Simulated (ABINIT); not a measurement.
# HfB (Fm-3m) in ABINIT: a series of runs

Runs on HfB. Level: PBEsol. Tasks: relaxation of cell and atoms.

All numbers are computed with ABINIT 10.8.3 (patched build); they aren't measurements. Logs are shortened: lines on timing, memory, paths and dates and some standing lists are left out, and cuts for length are marked. The log counts tension as positive stress, the text compression.

### Step 1. The crystal as given

The structure is cubic, space group Fm-3m (No. 225). Conventional cell: a = 4.620 Å, b = 4.620 Å, c = 4.620 Å, α = 90.00°, β = 90.00°, γ = 90.00°. Hf (site symmetry m-3m) has 6 B at 2.31 Å as nearest neighbours. Around B (site symmetry m-3m) lie 6 Hf at 2.31 Å.

### Step 2. Relaxation of cell and atoms, PBEsol

run.abi reads:

```
# Pseudopotentials
pp_dirpath "./"
pseudos "Hf.GGA_PBE-JTH.xml, B.GGA_PBE-JTH.xml"

# Structure
acell 3*1.0
rprim
     0.0000000000     4.3652673479     4.3652673479
     4.3652673479     0.0000000000     4.3652673479
     4.3652673479     4.3652673479     0.0000000000
ntypat 2
znucl 72 5
natom 2
typat 1 2
xred
     0.5000000000     0.5000000000     0.5000000000
     0.0000000000     0.0000000000     0.0000000000
chkprim 0
chksymtnons 0
tolsym 1.0e-6

# Plane-wave basis
ecut 19.0
pawecutdg 38.0
pawxcdev 0
pawovlp -1

# k points
kptopt 1
ngkpt 10 10 10
nshiftk 1
shiftk 0.0 0.0 0.0

# Exchange and correlation
ixc -116133

# Bands and occupations
nband 12
occopt 3
tsmear 0.05 eV

# SCF cycle
nstep 100
tolvrs 1.0e-9

# Output
iomode 3
prtwf 0
prtden 0
prteig 0
prtebands 0
enunit 1

# Relaxation
ionmov 2
ntime 60
tolmxf 0.0002
optcell 2
dilatmx 1.08
ecutsm 0.5
```

Potentials or basis: JTH PAW PBE v2.0.

Launch:

```
$ abinit run.abi > log 2>&1
```

run.abo:

```text
.Version 10.8.3 of ABINIT
 Symmetries : space group Fm -3 m (#225); Bravais cF (face-center cubic)
================================================================================
 Values of the parameters that define the memory need of the present run
     intxc =       0    ionmov =       2      iscf =      17    lmnmax =      18
     lnmax =       6     mgfft =      30  mpssoang =       3    mqgrid =    3001
     natom =       2  nloc_mem =       2    nspden =       1   nspinor =       1
    nsppol =       1      nsym =      48    n1xccc =       1    ntypat =       2
    occopt =       3   xclevel =       2
       mpw =         854          nfft =       27000          nkpt =          47
 PAW method is used; the additional fine FFT grid is defined by:
   mgfftf=        40    nfftf =     64000
================================================================================
================================================================================

--------------------------------------------------------------------------------
------------- Echo of variables that govern the present computation ------------
--------------------------------------------------------------------------------
 -outvars: echo values of preprocessed input variables --------
            acell      1.0000000000E+00  1.0000000000E+00  1.0000000000E+00 Bohr
              amu      1.78490000E+02  1.08110000E+01
          chkprim           0
      chksymtnons           0
          dilatmx      1.08000000E+00
             ecut      1.90000000E+01 Hartree
           ecutsm      5.00000000E-01 Hartree
           enunit           1
           ionmov           2
              ixc     -116133
         kptrlatt       10    0    0      0   10    0      0    0   10
          kptrlen      6.17342029E+01
            natom           2
            nband          12
            ngfft          30      30      30
          ngfftdg          40      40      40
             nkpt          47
            nstep         100
             nsym          48
            ntime          60
           ntypat           2
           occopt           3
          optcell           2
        pawecutdg      3.80000000E+01 Hartree
          pawovlp     -1.0000000000E+00
         pawxcdev           0
           prtden           0
        prtebands           0
           prteig           0
            prtwf           0
            rprim      0.0000000000E+00  4.3652673479E+00  4.3652673479E+00
                       4.3652673479E+00  0.0000000000E+00  4.3652673479E+00
                       4.3652673479E+00  4.3652673479E+00  0.0000000000E+00
          spgroup         225
           tolmxf      2.00000000E-04
           tolsym      1.00000000E-06
           tolvrs      1.00000000E-09
           tsmear      1.83746611E-03 Hartree
            typat      1  2
           useylm           1
           xangst      2.3099999984E+00  2.3099999984E+00  2.3099999984E+00
                       0.0000000000E+00  0.0000000000E+00  0.0000000000E+00
            xcart      4.3652673479E+00  4.3652673479E+00  4.3652673479E+00
                       0.0000000000E+00  0.0000000000E+00  0.0000000000E+00
             xred      5.0000000000E-01  5.0000000000E-01  5.0000000000E-01
                       0.0000000000E+00  0.0000000000E+00  0.0000000000E+00
            znucl       72.00000    5.00000

================================================================================

 chkinp: Checking input parameters for consistency.

================================================================================
== DATASET  1 ==================================================================

--- !DatasetInfo
iteration_state: {dtset: 1, }
dimensions: {natom: 2, nkpt: 47, mband: 12, nsppol: 1, nspinor: 1, nspden: 1, mpw: 854, }
cutoff_energies: {ecut:  19.0, pawecutdg:  38.0, }
electrons: {nelect:   1.50000000E+01, charge:   0.00000000E+00, occopt:   3.00000000E+00, tsmear:   1.83746611E-03, }
meta: {optdriver: 0, ionmov: 2, optcell: 2, iscf: 17, paral_kgb: 0, }
...

 Real(R)+Recip(G) space primitive vectors, cartesian coordinates (Bohr,Bohr^-1):
 R(1)=  0.0000000  4.3652673  4.3652673  G(1)= -0.1145405  0.1145405  0.1145405
 R(2)=  4.3652673  0.0000000  4.3652673  G(2)=  0.1145405 -0.1145405  0.1145405
 R(3)=  4.3652673  4.3652673  0.0000000  G(3)=  0.1145405  0.1145405 -0.1145405
 Unit cell volume ucvol=  1.6636522E+02 bohr^3
 Angles (23,13,12)=  6.00000000E+01  6.00000000E+01  6.00000000E+01 degrees

 Coarse grid specifications (used for wave-functions):

 getcut: wavevector=  0.0000  0.0000  0.0000  ngfft=  30  30  30
         ecut(hartree)=     22.162   => boxcut(ratio)=   2.29568

 getcut : COMMENT -
  Note that boxcut > 2.2 ; recall that boxcut=Gcut(box)/Gcut(sphere) = 2
  is sufficient for exact treatment of convolution.
  Such a large boxcut is a waste : you could raise ecut
  e.g. ecut=   29.198773 Hartrees makes boxcut=2

 Fine grid specifications (used for densities):

 getcut: wavevector=  0.0000  0.0000  0.0000  ngfft=  40  40  40
         ecut(hartree)=     44.323   => boxcut(ratio)=   2.16199

--- Pseudopotential description ------------------------------------------------
- pspini: atom type   1  psp file is ./Hf.GGA_PBE-JTH.xml
 Pseudopotential format is: paw10
 basis_size (lnmax)=  6 (lmn_size= 18), orbitals=   0   0   1   1   2   2
 Spheres core radius: rc_sph= 2.41119446
 Shapefunction is SIN type: shapef(r)=[sin(pi*r/rshp)/(pi*r/rshp)]**2
 Radius for shape functions =  2.41119446
 Compensation charge density is not taken into account in XC energy/potential

- pspini: atom type   2  psp file is ./B.GGA_PBE-JTH.xml
 Pseudopotential format is: paw10
 basis_size (lnmax)=  4 (lmn_size=  8), orbitals=   0   0   1   1
 Spheres core radius: rc_sph= 1.70616958
 Shapefunction is SIN type: shapef(r)=[sin(pi*r/rshp)/(pi*r/rshp)]**2
 Radius for shape functions =  1.40269776
 Compensation charge density is not taken into account in XC energy/potential

   1.45535762E+03                                ecore*ucvol(ha*bohr**3)
--------------------------------------------------------------------------------

================================================================================

=== [ionmov= 2] Broyden-Fletcher-Goldfarb-Shanno method (forces)
================================================================================

--- Iteration: ( 1/60) Internal Cycle: (1/1)
--------------------------------------------------------------------------------

---SELF-CONSISTENT-FIELD CONVERGENCE--------------------------------------------
[... 377 lines left out ...]
 Difference of energy with previous step (new-old):
           Absolute (Ha)=-9.82767E-06
           Relative     =-1.85522E-07

 At Broyd/MD step   4, gradients are converged :
  max grad (force/stress) = 9.3816E-05 < tolmxf= 2.0000E-04 ha/bohr (free atoms)

================================================================================

 ----iterations are completed or convergence reached----

 Mean square residual over all n,k,spin=   19.538E-08; max=  11.008E-05
 reduced coordinates (array xred) for    2 atoms
       0.500000000000      0.500000000000      0.500000000000
       0.000000000000      0.000000000000      0.000000000000
 rms dE/dt=  0.0000E+00; max dE/dt=  0.0000E+00; dE/dt below (all hartree)
    1       0.000000000000      0.000000000000      0.000000000000
    2       0.000000000000      0.000000000000      0.000000000000

 cartesian coordinates (angstrom) at end:
    1      2.39755542568335     2.39755542568335     2.39755542568335
    2      0.00000000000000     0.00000000000000     0.00000000000000

 cartesian forces (hartree/bohr) at end:
    1     -0.00000000000000    -0.00000000000000    -0.00000000000000
    2     -0.00000000000000    -0.00000000000000    -0.00000000000000
 frms,max,avg= 0.0000000E+00 0.0000000E+00   0.000E+00  0.000E+00  0.000E+00 h/b

 cartesian forces (eV/Angstrom) at end:
    1     -0.00000000000000    -0.00000000000000    -0.00000000000000
    2     -0.00000000000000    -0.00000000000000    -0.00000000000000
 frms,max,avg= 0.0000000E+00 0.0000000E+00   0.000E+00  0.000E+00  0.000E+00 e/A
 length scales=  6.407410092466  6.407410092466  6.407410092466 bohr
              =  3.390655399543  3.390655399543  3.390655399543 angstroms
 Fermi (or HOMO) energy (eV) =  -0.80510   Average Vxc (eV)= -11.98579
 Eigenvalues (   eV  ) for nkpt=  47  k points:
 kpt#   1, nband= 12, wtk=  0.00100, kpt=  0.0000  0.0000  0.0000 (reduced coord)
 -61.08630  -29.59790  -29.59790  -29.59790   -9.97413    1.26044    1.26044    1.26044
   2.90426    2.90426    2.90426    3.01340
 prteigrs : prtvol=0 or 1, do not print more k-points.

--- !EnergyTerms
iteration_state     : {dtset: 1, itime: 4, icycle: 1, }
comment             : Components of total free energy in Hartree
kinetic             :  7.01969631798092E+00
hartree             :  6.31836976153281E+00
xc                  : -1.00876356524649E+01
Ewald energy        : -4.30364338825833E+01
psp_core            :  7.82414983502347E+00
local_psp           : -1.16979063665749E+00
PAW spherical_terms : -1.98409413883595E+01
internal            : -5.29725856455280E+01
'-kT*entropy'       : -5.43287816396426E-04
total_energy        : -5.29731289333444E+01
total_energy_eV     : -1.44147227206339E+03
...

--- !EnergyTermsDC
iteration_state     : {dtset: 1, itime: 4, icycle: 1, }
comment             : '"Double-counting" decomposition of free energy'
band_energy         : -1.19711769406370E+01
Ewald energy        : -4.30364338825833E+01
psp_core            :  7.82414983502347E+00
xc_dc               : -1.10352920754099E+01
PAW spherical_terms :  5.24616626724132E+00
internal            : -5.29725867963654E+01
'-kT*entropy'       : -5.43287816396426E-04
total_energy_dc     : -5.29731300841818E+01
total_energy_dc_eV  : -1.44147230337927E+03
...

--- !EnergyTermsWithPAWCore
iteration_state     : {dtset: 1, itime: 4, icycle: 1, }
comment             : 'Components of total free energy, including PAW core contributions'
Total energy        : -1.50987520494371E+04
Total energy DC     : -1.50987520505879E+04
Total energy (eV)   : -4.10857973849530E+05
Total energy DC (eV): -4.10857973880846E+05
...

 Cartesian components of stress tensor (hartree/bohr^3)
  sigma(1 1)= -9.38155728E-07  sigma(3 2)=  0.00000000E+00
  sigma(2 2)= -9.38155728E-07  sigma(3 1)=  0.00000000E+00
  sigma(3 3)= -9.38155728E-07  sigma(2 1)=  0.00000000E+00

-Cartesian components of stress tensor (GPa)         [Pressure=  2.7601E-02 GPa]
- sigma(1 1)= -2.76014944E-02  sigma(3 2)=  0.00000000E+00
- sigma(2 2)= -2.76014944E-02  sigma(3 1)=  0.00000000E+00
- sigma(3 3)= -2.76014944E-02  sigma(2 1)=  0.00000000E+00

== END DATASET(S) ==============================================================
================================================================================

 -outvars: echo values of variables after computation  --------
            acell      6.4074100925E+00  6.4074100925E+00  6.4074100925E+00 Bohr
           etotal     -5.2973130084E+01
            fcart     -0.0000000000E+00 -0.0000000000E+00 -0.0000000000E+00
                      -0.0000000000E+00 -0.0000000000E+00 -0.0000000000E+00
            rprim      0.0000000000E+00  7.0710678119E-01  7.0710678119E-01
                       7.0710678119E-01  0.0000000000E+00  7.0710678119E-01
                       7.0710678119E-01  7.0710678119E-01  0.0000000000E+00
           strten     -9.3815572759E-07 -9.3815572758E-07 -9.3815572757E-07
                       0.0000000000E+00  0.0000000000E+00  0.0000000000E+00
           xangst      2.3975554257E+00  2.3975554257E+00  2.3975554257E+00
                       0.0000000000E+00  0.0000000000E+00  0.0000000000E+00
             xred      5.0000000000E-01  5.0000000000E-01  5.0000000000E-01
                       0.0000000000E+00  0.0000000000E+00  0.0000000000E+00
 Calculation completed.
```

Wall time 1.7 min (1 thread of AMD EPYC 7R43 (Zen 3), shared host); peak memory 0.12 GiB.

What came out:

- Free energy: -1441.4723 eV
- Relaxed volume: 13.78 Å³/atom
- Relaxed cell: a = 3.391 Å, b = 3.391 Å, c = 3.391 Å, α = 60.00°, β = 60.00°, γ = 60.00°
- Space group after relaxing (to 0.05 Å): Fm-3m (No. 225)
- Energy gained by relaxing: 103.3 meV/atom
- Ionic steps: 4
- Pressure after relaxing: 0.0 GPa
- Band gap on the k mesh: none (metal or under the smearing width)
- Valence electrons inside the program's atomic spheres: Hf 9.59; B 1.72

Step by step:
```tsv
step	energy change (eV)	largest force (eV/Å)	pressure (GPa)	volume (Å³)
1	0.0000	0.0000	24.90	24.65
2	-0.1855	0.0000	7.02	26.58
3	-0.2062	0.0000	0.77	27.45
4	-0.2065	0.0000	0.03	27.56
```

Final structure:
```yaml
crystal:
  lattice:
    - [0.00000, 2.39756, 2.39756]
    - [2.39756, 0.00000, 2.39756]
    - [2.39756, 2.39756, 0.00000]
  atoms:
    - { symbol: Hf, position: [0.50000, 0.50000, 0.50000] }
    - { symbol: B, position: [0.00000, 0.00000, 0.00000] }
```

Caveat: the PAW data sets were made with another functional, which shifts forces and pressure a little.

(Part 1 of 2 ends here.)
